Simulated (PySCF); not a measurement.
# CH9FS2Si3: electronic excitations

Wanted: the electronic excitations of CH9FS2Si3 (`CS[SiH2]S[Si@@H](F)[SiH3]`), by calculation.

Programs: PySCF 2.14.0, with density-fitted response routines of our own. Each step states its level of theory. These are calculated values for one molecule in the gas phase, unless marked as measured. Atoms are numbered from 0 throughout.

### 1 The molecule as given

16 atoms, charge 0, multiplicity 1; geometry from: GFN2-xTB.

Bonds of the start (Å): C0–S1 1.82, S1–Si2 2.13, Si2–S3 2.13, S3–Si4 2.17, Si4–F5 1.62, Si4–Si6 2.30, C0–H7 1.08, C0–H8 1.09, C0–H9 1.09, Si2–H10 1.46, Si2–H11 1.45, Si4–H12 1.46, Si6–H13 1.46, Si6–H14 1.47, Si6–H15 1.46.

### 2 Excited states and response: CAM-B3LYP/def2-SVPD

What the job is given:

```
{"job": {"kind": "uv", "xc": "CAM-B3LYP", "basis": "def2-SVPD", "nstates": 8, "ntriplets": 3}, "charge": 0, "multiplicity": 1}
C      3.823888     0.215216     0.104083
S      2.196424     0.845143     0.617358
Si     1.138669     0.461309    -1.195566
S     -0.887895     1.106983    -1.069812
Si    -1.869924    -0.325964     0.225968
F     -0.928020    -0.536815     1.521121
Si    -3.915881     0.514479     0.866889
H      4.492045     0.350212     0.947760
H      4.183541     0.780999    -0.749385
H      3.748828    -0.838778    -0.144032
H      1.185462    -0.968069    -1.477705
H      1.688278     1.262275    -2.274957
H     -1.695086    -1.618805    -0.425414
H     -4.738806     0.828272    -0.301128
H     -4.615419    -0.514296     1.642976
H     -3.813702     1.714265     1.700432
```

Level: TDDFT CAM-B3LYP/def2-SVPD, vertical, gas phase, core orbitals frozen in the response.

On the command line:

```
> OMP_NUM_THREADS=1 python probes_run.py task.json out
```

One launch serves the whole session: the jobs run in the order shown.

Predict these results of the whole session: lowest singlet (CAM-B3LYP/def2-SVPD); brightest single state of those computed; lowest triplet; surface potential, 1st and 99th percentile.

**Answer**, as computed:

```
                                quantity                        value
    lowest singlet (CAM-B3LYP/def2-SVPD)  5.44 eV (228 nm), f = 0.002
brightest single state of those computed  state 4, 6.13 eV, f = 0.018
                          lowest triplet                      5.14 eV
   surface potential, 1st and 99th percentile           -1.28 V and 1.50 V
```

**Reading.** The first singlet state (HOMO→LUMO+1 0.47, HOMO→LUMO+2 0.23) lies at 5.44 eV and is weak; of the 8 states computed, the strongest absorption comes from state 4 at 6.13 eV. The lowest triplet lies 0.30 eV below the lowest singlet (triplets in Tamm-Dancoff, singlets in full TDDFT).
